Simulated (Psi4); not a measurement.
# Si2H4ClF (SMILES F[SiH]([SiH3])Cl) at 4 levels

We compute a comparison of 4 runs (BLYP/def2-SVP, PBE/def2-SVP, TPSS/def2-SVP, revPBE/def2-SVP) of Si2H4ClF. 

The results are computed with Psi4 1.11.

### 1 The system as given

Si2H4ClF has 8 atoms, charge 0, and is taken as a singlet. SMILES: `F[SiH]([SiH3])Cl`. One bond was lengthened or shortened from a relaxed shape.

Bond lengths: F1–Si2 1.597 Å, Si2–Si3 2.339 Å, Si2–Cl4 2.049 Å, Si2–H5 1.704 Å, Si3–H6 1.487 Å, Si3–H7 1.486 Å, Si3–H8 1.485 Å. Some angles: F1–Si2–Si3 109.8°, F1–Si2–Cl4 107.9°, Si3–Si2–Cl4 109.0°, F1–Si2–H5 107.2°, Si3–Si2–H5 115.4°, Cl4–Si2–H5 107.3°, Si2–Si3–H6 110.0°, Si2–Si3–H7 108.3°, Si2–Si3–H8 109.2°, H6–Si3–H7 109.5°.

### 2 The energy at BLYP/def2-SVP (run 1)

File run.py:

```python
import psi4

psi4.set_memory('2200 MB')
psi4.set_num_threads(1)
psi4.set_output_file('psi4.out', False)

m = psi4.geometry("""
F
Si 1 1.597009
Si 2 2.338917 1 109.84143
Cl 2 2.048743 1 107.90538 3 118.69745
H 2 1.7036 1 107.16541 4 115.25128
H 3 1.48651 2 110.04862 1 -60.71733
H 3 1.485918 6 109.49091 2 118.94799
H 3 1.484997 7 109.86345 6 -120.78484
units angstrom
symmetry c1
""")

psi4.set_options({
    'puream': True,
    'e_convergence': 1e-09,
    'd_convergence': 1e-08,
    'scf_type': 'pk',
    'dft_radial_points': 99,
    'dft_spherical_points': 590,
})

e_tot, wfn = psi4.energy('blyp/def2-SVP', molecule=m, return_wfn=True)
psi4.oeprop(wfn, 'LOWDIN_CHARGES', 'MAYER_INDICES', 'MULLIKEN_CHARGES', title='BLYP')
print('E =', round(e_tot, 9))
```

On the command line:

```sh
$ python run.py
```

psi4.out:

```text
[...]
  Running in c1 symmetry.
[...]
  Nuclear repulsion =  275.122504466598627
[...]
  Multiplicity = 1
[...]
  Nalpha       = 29
  Nbeta        = 29
[...]
    Number of basis functions: 88
[...]
   @RKS iter   1: -1140.96622268953001   -2.49912e-01   5.37967e-03 ADIIS/DIIS
[...]
   @RKS iter  11: -1141.07556387769091   -2.16005e-11   9.39546e-09 DIIS
[...]
  @RKS Final Energy: -1141.07556387769091
   => Energetics <=
    Nuclear Repulsion Energy =            275.1225044665986275
    One-Electron Energy =               -2127.2392445111090638
    Two-Electron Energy =                 793.0473309062379030
    DFT Exchange-Correlation Energy =     -82.0061547394184629
    Empirical Dispersion Energy =           0.0000000000000000
    VV10 Nonlocal Energy =                  0.0000000000000000
    Total Energy =                      -1141.0755638776909109
[...]
 Multipole Moments:
 ------------------------------------------------------------------------------------
     Multipole            Electronic (a.u.)      Nuclear  (a.u.)        Total (a.u.)
 ------------------------------------------------------------------------------------
 L = 1.  Multiply by 2.5417464519 to convert [e a0] to [Debye]
 Dipole X            :          3.6065311           -3.7864269           -0.1798958
 Dipole Y            :          6.4677065           -6.8685295           -0.4008231
 Dipole Z            :         -3.5472871            3.8464012            0.2991141
 Magnitude           :                                                    0.5314987
[...]
```

Standard output:

```text
E = -1141.075563878
```

It took 12 s on 1 thread of Intel Xeon Platinum 8488C (Sapphire Rapids), shared host; peak memory 1.1 GiB.

### 3 Energy and forces at PBE/def2-SVP (run 2)

File calc.py:

```python
import psi4

psi4.set_memory('2200 MB')
psi4.set_num_threads(1)
psi4.set_output_file('clfh4si2.out', False)

mol = psi4.geometry("""
0 1
F
Si 1 1.597009
Si 2 2.338917 1 109.84143
Cl 2 2.048743 1 107.90538 3 118.69745
H 2 1.7036 1 107.16541 4 115.25128
H 3 1.48651 2 110.04862 1 -60.71733
H 3 1.485918 6 109.49091 2 118.94799
H 3 1.484997 7 109.86345 6 -120.78484
symmetry c1
no_reorient
no_com
""")

psi4.set_options({
    'puream': True,
    'e_convergence': 1e-09,
    'd_convergence': 1e-08,
    'scf_type': 'pk',
    'dft_radial_points': 99,
    'dft_spherical_points': 590,
})

e, wfn = psi4.gradient('pbe/def2-SVP', molecule=mol, return_wfn=True)
psi4.oeprop(wfn, 'DIPOLE', 'MULLIKEN_CHARGES', 'LOWDIN_CHARGES', title='PBE')
print('gradient / Eh bohr^-1')
print(e.np.round(6))
print(f'energy = {wfn.energy():.10f} Eh')
```

On the command line:

```sh
$ python calc.py
```

clfh4si2.out:

```text
[...]
  Running in c1 symmetry.
[...]
  Nuclear repulsion =  275.122504466598627
[...]
  Multiplicity = 1
[...]
  Nalpha       = 29
  Nbeta        = 29
[...]
    Number of basis functions: 88
[...]
   @RKS iter   1: -1140.42222837120335   -2.41533e-01   4.98273e-03 DIIS/ADIIS
[...]
   @RKS iter  11: -1140.51681059755720   -1.43245e-11   9.04084e-09 DIIS
[...]
  @RKS Final Energy: -1140.51681059755720
   => Energetics <=
    Nuclear Repulsion Energy =            275.1225044665986275
    One-Electron Energy =               -2127.2444133230414991
    Two-Electron Energy =                 793.0293120797374513
    DFT Exchange-Correlation Energy =     -81.4242138208520316
    Empirical Dispersion Energy =           0.0000000000000000
    VV10 Nonlocal Energy =                  0.0000000000000000
    Total Energy =                      -1140.5168105975571962
[...]
  -Total Gradient:
     Atom            X                  Y                   Z
    ------   -----------------  -----------------  -----------------
       1        0.000767550564     0.000297865347     0.028482308991
       2        0.040356997495    -0.022584883149    -0.036024947792
       3        0.001116241781    -0.003754052779     0.000850249721
       4       -0.009250209407    -0.004661384785    -0.003804750779
       5       -0.032470326995     0.024847822068     0.012535644181
       6        0.004932485712     0.003102007949     0.001975744540
       7       -0.000166372282    -0.000062190436    -0.006214253952
       8       -0.005258912130     0.002837730632     0.002200213884
[...]
```

The script printed:

```text
gradient / Eh bohr^-1
[[ 7.6800e-04  2.9800e-04  2.8482e-02]
 [ 4.0357e-02 -2.2585e-02 -3.6025e-02]
 [ 1.1160e-03 -3.7540e-03  8.5000e-04]
 [-9.2500e-03 -4.6610e-03 -3.8050e-03]
 [-3.2470e-02  2.4848e-02  1.2536e-02]
 [ 4.9320e-03  3.1020e-03  1.9760e-03]
 [-1.6600e-04 -6.2000e-05 -6.2140e-03]
 [-5.2590e-03  2.8380e-03  2.2000e-03]]
energy = -1140.5168105976 Eh
```

Run time: 18 s. Hardware: 1 thread of Intel Xeon Platinum 8488C (Sapphire Rapids), shared host; peak memory 1.1 GiB.

Run 3 isn't shown in full; the table further down has it.

### 4 Energy and forces at revPBE/def2-SVP (run 4)

File clfh4si2.xyz:

```xyz
8
ClFH4Si2
F     -1.475946     1.670392     0.269905
Si    -0.529846     0.686392    -0.558995
Si     0.392054    -0.919408     0.870005
Cl    -1.681046    -0.256508    -1.967195
H      0.596600     1.655400    -1.392300
H      1.208754    -0.257508     1.921005
H      1.256554    -1.820208     0.064305
H     -0.703546    -1.700508     1.498305
```

File clfh4si2_ase.py:

```python
import numpy as np
from ase.calculators.psi4 import Psi4
from ase.io import read

atoms = read('clfh4si2.xyz')
calc = Psi4(atoms=atoms, method='revpbe', basis='def2-SVP', memory='2200MB', num_threads=1, charge=0, multiplicity=1, label='clfh4si2')
calc.psi4.set_options({'puream': True, 'e_convergence': 1e-09, 'd_convergence': 1e-08, 'scf_type': 'pk', 'dft_radial_points': 99, 'dft_spherical_points': 590})
atoms.calc = calc

forces = atoms.get_forces()
print(f'energy: {atoms.get_potential_energy():.6f} eV')
print('forces / eV A^-1')
print(np.round(forces, 5))
```

On the command line:

```sh
$ python clfh4si2_ase.py
```

clfh4si2.dat:

```text
[...]
  Running in c1 symmetry.
[...]
  Nuclear repulsion =  275.122489820201224
[...]
  Multiplicity = 1
[...]
  Nalpha       = 29
  Nbeta        = 29
[...]
    Number of basis functions: 88
[...]
   @RKS iter   1: -1140.77676826906759   -2.57391e-01   4.88331e-03 ADIIS/DIIS
[...]
   @RKS iter  11: -1140.86549020431835   -1.47793e-11   9.83215e-09 DIIS
[...]
  @RKS Final Energy: -1140.86549020431835
   => Energetics <=
    Nuclear Repulsion Energy =            275.1224898202012241
    One-Electron Energy =               -2127.2281195533787468
    Two-Electron Energy =                 793.0282216010698448
    DFT Exchange-Correlation Energy =     -81.7880820722106563
    Empirical Dispersion Energy =           0.0000000000000000
    VV10 Nonlocal Energy =                  0.0000000000000000
    Total Energy =                      -1140.8654902043183483
[...]
  -Total Gradient:
     Atom            X                  Y                   Z
    ------   -----------------  -----------------  -----------------
       1        0.018546800146    -0.020589987282    -0.017407833383
       2       -0.050798530526    -0.013553803116     0.031687049812
       3       -0.000421544934    -0.002045346418     0.001585177907
       4        0.007601116884     0.006928927404     0.009856300957
       5        0.027348914278     0.024303266216    -0.021508997090
       6       -0.003555142762    -0.002758403581    -0.004829519976
       7       -0.003825998739     0.004219348141     0.003427842187
       8        0.005078894023     0.003490590344    -0.002834691098
[...]
```

On the terminal:

```text
energy: -31044.531256 eV
forces / eV A^-1
[[-0.95371  1.05878  0.89515]
 [ 2.61217  0.69696 -1.62941]
 [ 0.02168  0.10518 -0.08151]
 [-0.39087 -0.3563  -0.50683]
 [-1.40634 -1.24972  1.10604]
 [ 0.18281  0.14184  0.24834]
 [ 0.19674 -0.21697 -0.17627]
 [-0.26117 -0.17949  0.14577]]
```

Run time: 20 s. Hardware: 1 thread of Intel Xeon Platinum 8488C (Sapphire Rapids), shared host; peak memory 1.1 GiB.

### 5 The series

```csv
run,level,task,energy (Eh),dipole moment (D),HOMO energy (eV),LUMO energy (eV),wall time
1,BLYP/def2-SVP,energy,-1141.075564,1.35,-6.83,-0.95,12 s
2,PBE/def2-SVP,gradient,-1140.516811,1.39,-7.01,-1.19,18 s
3,TPSS/def2-SVP,gradient,-1141.190476,1.45,-7.24,-1.05,42 s
4,revPBE/def2-SVP,gradient,-1140.865490,1.39,-7.00,-1.12,20 s
```

### 6 Outcome

| quantity | value |
| --- | --- |
| run 4: total energy | -1140.86549 Eh |
| run 4: dipole moment | 1.39 D |
| run 4: HOMO energy | -7.00 eV |
| run 4: LUMO energy | -1.12 eV |
| run 4: HOMO–LUMO gap | 5.88 eV |
| run 4: largest force on an atom | 3.157 eV/Å |

In words: The dipole moment (its size) runs from 1.35 D (BLYP/def2-SVP) to 1.45 D (TPSS/def2-SVP). The HOMO–LUMO gap runs from 5.82 eV (PBE/def2-SVP) to 6.19 eV (TPSS/def2-SVP). Totals of different functionals can't be ranked against each other. All runs together took 92 s, the longest 42 s.
